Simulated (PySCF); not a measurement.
# MoO4 (-2): NMR shieldings

Aim: compute the NMR shieldings of MoO4 (-2) (`[O]=[Mo-2](=[O])(=[O])=[O]`).

Programs: PySCF 2.14.0, with routines of our own; each step states its level. All values are computed. Atoms count from 0.

### Step 1. The system as given

5 atoms, charge -2, multiplicity 1; geometry from: GFN2-xTB.

### Step 2. NMR shieldings: KT2/pcJ-1 Mo:dyall-v2z, spin–orbit

Job settings and geometry (Å):

```
{"job": {"xc": "KT2", "basis": {"default": "pcJ-1", "Mo": "dyall-v2z"}, "rel": "so", "kind": "hnmr"}, "charge": -2, "multiplicity": 1}
Mo    -0.000770    -0.000020     0.000380
O      0.010420    -0.017700     1.700210
O      1.598490     0.010230    -0.576940
O     -0.807910     1.392550    -0.547160
O     -0.800230    -1.385070    -0.576500
```

With the program's defaults for keys left out, this is: KT2/pcJ-1 Mo:dyall-v2z GIAO NMR shielding, X2C with spin-orbit coupling, screened-nuclear two-electron part, Gaussian nuclei, gas phase.

The run is started by

```sh
> OMP_NUM_THREADS=1 python heavy_run.py task.json out
```

One launch serves the whole session: the jobs run in the order shown.

Output:

```text
spin-free SCF
coarse grid: 28896 points
cycle   1  E = -4365.3190891317  dE =  1.963e+00  |g| = 3.720e+00  |ddm| = 2.282e+00
cycle   2  E = -4346.7263324667  dE =  1.859e+01  |g| = 9.797e+00  |ddm| = 1.490e+01
cycle   3  E = -4367.2248331286  dE = -2.050e+01  |g| = 1.117e+00  |ddm| = 1.425e+01
cycle   4  E = -4367.3032586566  dE = -7.843e-02  |g| = 7.718e-01  |ddm| = 8.068e-01
cycle   5  E = -4367.2918457924  dE =  1.141e-02  |g| = 8.160e-01  |ddm| = 8.259e-01
cycle   6  E = -4367.4191011234  dE = -1.273e-01  |g| = 8.494e-02  |ddm| = 4.419e-01
cycle   7  E = -4367.4199780095  dE = -8.769e-04  |g| = 5.277e-02  |ddm| = 7.929e-02
cycle   8  E = -4367.4200483360  dE = -7.033e-05  |g| = 4.733e-02  |ddm| = 5.404e-02
cycle   9  E = -4367.4204796430  dE = -4.313e-04  |g| = 5.539e-03  |ddm| = 2.842e-02
cycle  10  E = -4367.4204863418  dE = -6.699e-06  |g| = 8.605e-04  |ddm| = 4.441e-03
final grid: 59240 points
cycle  11  E = -4367.4167505866  dE = -3.343e-04  |g| = 5.610e-01  |ddm| = 2.402e-03
cycle  12  E = -4367.4167276916  dE =  2.290e-05  |g| = 1.604e-02  |ddm| = 7.214e-03
cycle  13  E = -4367.4163700024  dE =  3.577e-04  |g| = 4.605e-02  |ddm| = 2.813e-02
cycle  14  E = -4367.4167519645  dE = -3.820e-04  |g| = 1.643e-03  |ddm| = 2.269e-02
cycle  15  E = -4367.4167523778  dE = -4.133e-07  |g| = 6.351e-04  |ddm| = 1.096e-03
cycle  16  E = -4367.4167524429  dE = -6.515e-08  |g| = 1.959e-04  |ddm| = 4.161e-04
cycle  17  E = -4367.4167524493  dE = -6.402e-09  |g| = 1.316e-05  |ddm| = 1.587e-04
converged SCF energy = -4367.4167524493
two-component SCF
cycle   1  E = -4367.1989952111  dE = -4.367e+03  |FDS-SDF| = 4.853e+01
cycle   2  E = -4367.6799235395  dE = -4.809e-01  |FDS-SDF| = 2.246e-02
cycle   3  E = -4367.6799207983  dE =  2.741e-06  |FDS-SDF| = 7.530e-03
cycle   4  E = -4367.6798961907  dE =  2.461e-05  |FDS-SDF| = 1.377e-02
cycle   5  E = -4367.6799236268  dE = -2.744e-05  |FDS-SDF| = 2.811e-03
cycle   6  E = -4367.6799250009  dE = -1.374e-06  |FDS-SDF| = 2.056e-04
cycle   7  E = -4367.6799250044  dE = -3.561e-09  |FDS-SDF| = 1.386e-04
cycle   8  E = -4367.6799250070  dE = -2.624e-09  |FDS-SDF| = 7.728e-05
converged, E = -4367.6799250070

Field gradients (au) and densities at the nuclei (bohr^-3)
atom        Vxx        Vyy        Vzz        centre      nuclear mean
  0 Mo    -0.0057    -0.0091     0.0148      91356.380      89769.884
  1 O      0.0001     0.0026    -0.0027        320.891        320.880
  2 O     -0.0020    -0.0024     0.0044        320.891        320.880
  3 O     -0.0005    -0.0025     0.0030        320.891        320.880
  4 O     -0.0009    -0.0022     0.0031        320.891        320.880
without picture change
  0 Mo                           0.0154                    177042.812

Core orbital energies (eV)
atom   shell        mean    spread
  0 Mo 1s       -19840.965   0.000
  0 Mo 2s        -2798.748   0.000
  0 Mo 3s         -470.920   0.000
  0 Mo 4s          -55.310   0.000
  0 Mo 2p1/2     -2571.498   0.000
  0 Mo 2p3/2     -2465.442   0.000
  0 Mo 3p1/2      -384.656   0.000
  0 Mo 3p3/2      -367.084   0.000
  0 Mo 4p1/2       -31.379   0.000
  0 Mo 4p3/2       -29.079   0.002
  0 Mo 3d3/2      -215.800   0.000
  0 Mo 3d5/2      -212.540   0.012

Shielding tensors (ppm)
atom      isotropic    diamagn.    paramagn.     s11        s22        s33       span
  0 Mo       50.25     3783.18    -3732.93      48.30      50.96      51.50       3.20
  1 O      -162.02      419.57     -581.59    -236.40    -234.47     -15.19     221.20
  2 O      -161.87      419.56     -581.43    -235.32    -234.89     -15.40     219.93
  3 O      -161.99      419.57     -581.56    -236.07    -234.65     -15.25     220.82
  4 O      -162.00      419.57     -581.57    -235.97    -234.78     -15.24     220.73
```

Run time: 23 s. Hardware: 1 thread of Intel Xeon 6975P-C, shared host; peak memory 1 GiB.

In short:

| quantity | value |
| --- | --- |
| energy from spin-orbit coupling | -0.2632 Eh |

### Step 3. NMR shieldings: B3LYP/pcJ-1 Mo:dyall-v2z, spin–orbit

Job settings and geometry (Å):

```
{"job": {"xc": "B3LYP", "basis": {"default": "pcJ-1", "Mo": "dyall-v2z"}, "rel": "so", "kind": "hnmr"}, "charge": -2, "multiplicity": 1}
Mo    -0.000770    -0.000020     0.000380
O      0.010420    -0.017700     1.700210
O      1.598490     0.010230    -0.576940
O     -0.807910     1.392550    -0.547160
O     -0.800230    -1.385070    -0.576500
```

With the program's defaults for keys left out, this is: B3LYP/pcJ-1 Mo:dyall-v2z GIAO NMR shielding, X2C with spin-orbit coupling, screened-nuclear two-electron part, Gaussian nuclei, gas phase.

Output:

```text
spin-free SCF
coarse grid: 28896 points
cycle   1  E = -4347.9107887939  dE =  1.534e+00  |g| = 3.237e+00  |ddm| = 2.310e+00
cycle   2  E = -4335.3892915462  dE =  1.252e+01  |g| = 9.556e+00  |ddm| = 7.195e+00
cycle   3  E = -4349.4891933222  dE = -1.410e+01  |g| = 1.313e+00  |ddm| = 5.547e+00
cycle   4  E = -4349.7426663726  dE = -2.535e-01  |g| = 4.759e-01  |ddm| = 1.054e+00
cycle   5  E = -4349.7709122950  dE = -2.825e-02  |g| = 1.161e-01  |ddm| = 2.887e-01
cycle   6  E = -4349.7702994627  dE =  6.128e-04  |g| = 1.202e-01  |ddm| = 8.561e-02
cycle   7  E = -4349.7729218994  dE = -2.622e-03  |g| = 1.087e-02  |ddm| = 6.133e-02
cycle   8  E = -4349.7729416049  dE = -1.971e-05  |g| = 2.964e-03  |ddm| = 6.000e-03
cycle   9  E = -4349.7729425023  dE = -8.974e-07  |g| = 2.056e-03  |ddm| = 2.388e-03
final grid: 59240 points
cycle  10  E = -4349.7727582725  dE =  4.728e-06  |g| = 5.902e-03  |ddm| = 4.151e-03
cycle  11  E = -4349.7727090776  dE =  4.919e-05  |g| = 1.738e-02  |ddm| = 1.182e-02
cycle  12  E = -4349.7727646859  dE = -5.561e-05  |g| = 7.779e-05  |ddm| = 8.826e-03
cycle  13  E = -4349.7727646840  dE =  1.921e-09  |g| = 1.398e-04  |ddm| = 1.076e-04
cycle  14  E = -4349.7727646870  dE = -3.021e-09  |g| = 1.939e-05  |ddm| = 6.126e-05
converged SCF energy = -4349.7727646870
two-component SCF
cycle   1  E = -4349.5558599910  dE = -4.350e+03  |FDS-SDF| = 4.840e+01
cycle   2  E = -4350.0354503803  dE = -4.796e-01  |FDS-SDF| = 1.443e-01
cycle   3  E = -4350.0356050236  dE = -1.546e-04  |FDS-SDF| = 5.577e-03
cycle   4  E = -4350.0356079606  dE = -2.937e-06  |FDS-SDF| = 5.334e-03
cycle   5  E = -4350.0356100798  dE = -2.119e-06  |FDS-SDF| = 2.637e-03
cycle   6  E = -4350.0356112904  dE = -1.211e-06  |FDS-SDF| = 6.397e-04
cycle   7  E = -4350.0356114298  dE = -1.394e-07  |FDS-SDF| = 1.452e-04
cycle   8  E = -4350.0356114358  dE = -6.015e-09  |FDS-SDF| = 5.752e-05
converged, E = -4350.0356114358

Field gradients (au) and densities at the nuclei (bohr^-3)
atom        Vxx        Vyy        Vzz        centre      nuclear mean
  0 Mo    -0.0061    -0.0097     0.0157      89450.359      88023.433
  1 O     -0.0066    -0.0094     0.0160        311.427        311.417
  2 O     -0.0087    -0.0091     0.0178        311.427        311.417
  3 O     -0.0072    -0.0091     0.0163        311.427        311.417
  4 O     -0.0074    -0.0088     0.0162        311.427        311.417
without picture change
  0 Mo                           0.0164                    173465.380

Core orbital energies (eV)
atom   shell        mean    spread
  0 Mo 1s       -19847.005   0.000
  0 Mo 2s        -2811.433   0.000
  0 Mo 3s         -477.868   0.000
  0 Mo 4s          -59.031   0.000
  0 Mo 2p1/2     -2584.015   0.000
  0 Mo 2p3/2     -2477.784   0.000
  0 Mo 3p1/2      -391.140   0.000
  0 Mo 3p3/2      -373.431   0.000
  0 Mo 4p1/2       -33.973   0.000
  0 Mo 4p3/2       -31.487   0.001
  0 Mo 3d3/2      -220.191   0.000
  0 Mo 3d5/2      -216.908   0.001

Shielding tensors (ppm)
atom      isotropic    diamagn.    paramagn.     s11        s22        s33       span
  0 Mo      -31.64     3774.49    -3806.14     -33.79     -30.84     -30.30       3.49
  1 O      -195.26      416.51     -611.78    -288.79    -286.73     -10.27     278.53
  2 O      -195.18      416.50     -611.67    -287.77    -287.33     -10.44     277.33
  3 O      -195.22      416.51     -611.73    -288.46    -286.91     -10.30     278.15
  4 O      -195.24      416.51     -611.75    -288.36    -287.06     -10.30     278.06
```

Run time: 59 s. Hardware: 1 thread of Intel Xeon 6975P-C, shared host; peak memory 1.2 GiB.

Key values:

| quantity | value |
| --- | --- |
| energy from spin-orbit coupling | -0.2628 Eh |

### Step 4. NMR shieldings: BHandHLYP/pcJ-1 Mo:dyall-v2z, spin–orbit

Job settings and geometry (Å):

```
{"job": {"xc": "BHandHLYP", "basis": {"default": "pcJ-1", "Mo": "dyall-v2z"}, "rel": "so", "kind": "hnmr"}, "charge": -2, "multiplicity": 1}
Mo    -0.000770    -0.000020     0.000380
O      0.010420    -0.017700     1.700210
O      1.598490     0.010230    -0.576940
O     -0.807910     1.392550    -0.547160
O     -0.800230    -1.385070    -0.576500
```

Method: BHandHLYP/pcJ-1 Mo:dyall-v2z GIAO NMR shielding, X2C with spin-orbit coupling, screened-nuclear two-electron part, Gaussian nuclei, gas phase.

Output:

```text
spin-free SCF
coarse grid: 28896 points
cycle   1  E = -4348.0229838829  dE =  8.849e-01  |g| = 2.915e+00  |ddm| = 2.327e+00
cycle   2  E = -4341.1713400173  dE =  6.852e+00  |g| = 7.581e+00  |ddm| = 4.633e+00
cycle   3  E = -4349.4095902437  dE = -8.238e+00  |g| = 6.813e-01  |ddm| = 3.183e+00
cycle   4  E = -4349.4760266055  dE = -6.644e-02  |g| = 2.348e-01  |ddm| = 5.451e-01
cycle   5  E = -4349.4829215490  dE = -6.895e-03  |g| = 2.253e-02  |ddm| = 1.306e-01
cycle   6  E = -4349.4830023618  dE = -8.081e-05  |g| = 8.723e-03  |ddm| = 1.394e-02
cycle   7  E = -4349.4830065095  dE = -4.148e-06  |g| = 7.269e-03  |ddm| = 7.615e-03
cycle   8  E = -4349.4830157625  dE = -9.253e-06  |g| = 9.166e-04  |ddm| = 3.747e-03
final grid: 59240 points
cycle   9  E = -4349.4828778111  dE = -1.427e-07  |g| = 1.711e-03  |ddm| = 1.242e-03
cycle  10  E = -4349.4828765486  dE =  1.263e-06  |g| = 3.388e-03  |ddm| = 2.178e-03
cycle  11  E = -4349.4828782334  dE = -1.685e-06  |g| = 3.381e-05  |ddm| = 1.463e-03
cycle  12  E = -4349.4828782336  dE = -2.101e-10  |g| = 2.566e-05  |ddm| = 3.931e-05
converged SCF energy = -4349.4828782336
two-component SCF
cycle   1  E = -4349.2662394405  dE = -4.349e+03  |FDS-SDF| = 4.836e+01
cycle   2  E = -4349.7442404826  dE = -4.780e-01  |FDS-SDF| = 3.499e-01
cycle   3  E = -4349.7449449379  dE = -7.045e-04  |FDS-SDF| = 1.507e-02
cycle   4  E = -4349.7449778048  dE = -3.287e-05  |FDS-SDF| = 3.742e-03
cycle   5  E = -4349.7449859793  dE = -8.175e-06  |FDS-SDF| = 2.500e-03
cycle   6  E = -4349.7449885613  dE = -2.582e-06  |FDS-SDF| = 1.309e-03
cycle   7  E = -4349.7449897069  dE = -1.146e-06  |FDS-SDF| = 5.781e-04
cycle   8  E = -4349.7449898463  dE = -1.394e-07  |FDS-SDF| = 1.097e-04
cycle   9  E = -4349.7449898570  dE = -1.074e-08  |FDS-SDF| = 5.229e-05
converged, E = -4349.7449898570

Field gradients (au) and densities at the nuclei (bohr^-3)
atom        Vxx        Vyy        Vzz        centre      nuclear mean
  0 Mo    -0.0061    -0.0098     0.0159      89379.498      87956.265
  1 O     -0.0142    -0.0170     0.0312        311.077        311.067
  2 O     -0.0163    -0.0169     0.0332        311.078        311.067
  3 O     -0.0148    -0.0168     0.0316        311.077        311.067
  4 O     -0.0150    -0.0165     0.0315        311.077        311.067
without picture change
  0 Mo                           0.0166                    173315.550

Core orbital energies (eV)
atom   shell        mean    spread
  0 Mo 1s       -19944.237   0.000
  0 Mo 2s        -2849.079   0.000
  0 Mo 3s         -495.469   0.000
  0 Mo 4s          -65.036   0.000
  0 Mo 2p1/2     -2616.172   0.000
  0 Mo 2p3/2     -2509.233   0.000
  0 Mo 3p1/2      -406.114   0.000
  0 Mo 3p3/2      -388.083   0.000
  0 Mo 4p1/2       -38.290   0.000
  0 Mo 4p3/2       -35.736   0.001
  0 Mo 3d3/2      -230.407   0.000
  0 Mo 3d5/2      -227.053   0.014

Shielding tensors (ppm)
atom      isotropic    diamagn.    paramagn.     s11        s22        s33       span
  0 Mo       33.09     3772.08    -3738.99      30.88      33.91      34.48       3.60
  1 O      -202.70      415.40     -618.10    -316.53    -314.31      22.74     339.26
  2 O      -202.65      415.38     -618.04    -315.51    -315.03      22.59     338.10
  3 O      -202.66      415.40     -618.05    -316.18    -314.50      22.71     338.88
  4 O      -202.67      415.40     -618.07    -316.07    -314.66      22.71     338.78
```

Run time: 68 s. Hardware: 1 thread of Intel Xeon 6975P-C, shared host; peak memory 1.2 GiB.

From this job:

| quantity | value |
| --- | --- |
| energy from spin-orbit coupling | -0.2621 Eh |

### Step 5. Shieldings side by side

| run | Mo0 | O2 | O1 | O4 | O3 | time |
| --- | --- | --- | --- | --- | --- | --- |
| step 2, KT2/pcJ-1 Mo:dyall-v2z, spin–orbit | 50.3 | -161.9 | -162.0 | -162.0 | -162.0 | 23 s |
| step 3, B3LYP/pcJ-1 Mo:dyall-v2z, spin–orbit | -31.6 | -195.2 | -195.3 | -195.2 | -195.2 | 59 s |
| step 4, BHandHLYP/pcJ-1 Mo:dyall-v2z, spin–orbit | 33.1 | -202.7 | -202.7 | -202.7 | -202.7 | 68 s |

### Step 6. Results

```
                                                                          quantity                                                      value
      energy from spin-orbit coupling (step 2, KT2/pcJ-1 Mo:dyall-v2z, spin–orbit)                                                 -0.2632 Eh
                           shieldings (step 2, KT2/pcJ-1 Mo:dyall-v2z, spin–orbit)   Mo0 50.3, O1 -162.0, O2 -161.9, O3 -162.0, O4 -162.0 ppm
    energy from spin-orbit coupling (step 3, B3LYP/pcJ-1 Mo:dyall-v2z, spin–orbit)                                                 -0.2628 Eh
                         shieldings (step 3, B3LYP/pcJ-1 Mo:dyall-v2z, spin–orbit)  Mo0 -31.6, O1 -195.3, O2 -195.2, O3 -195.2, O4 -195.2 ppm
energy from spin-orbit coupling (step 4, BHandHLYP/pcJ-1 Mo:dyall-v2z, spin–orbit)                                                 -0.2621 Eh
                     shieldings (step 4, BHandHLYP/pcJ-1 Mo:dyall-v2z, spin–orbit)   Mo0 33.1, O1 -202.7, O2 -202.7, O3 -202.7, O4 -202.7 ppm
```

In words: In steps 2, 3, 4 the highest level lies above zero, so the outer electrons are held by the basis. Mo0 moves most between the runs, by 82 ppm; the labels say what changes from run to run. The geometry comes from tight binding, which is rough for metal atoms, and these values hang on it.
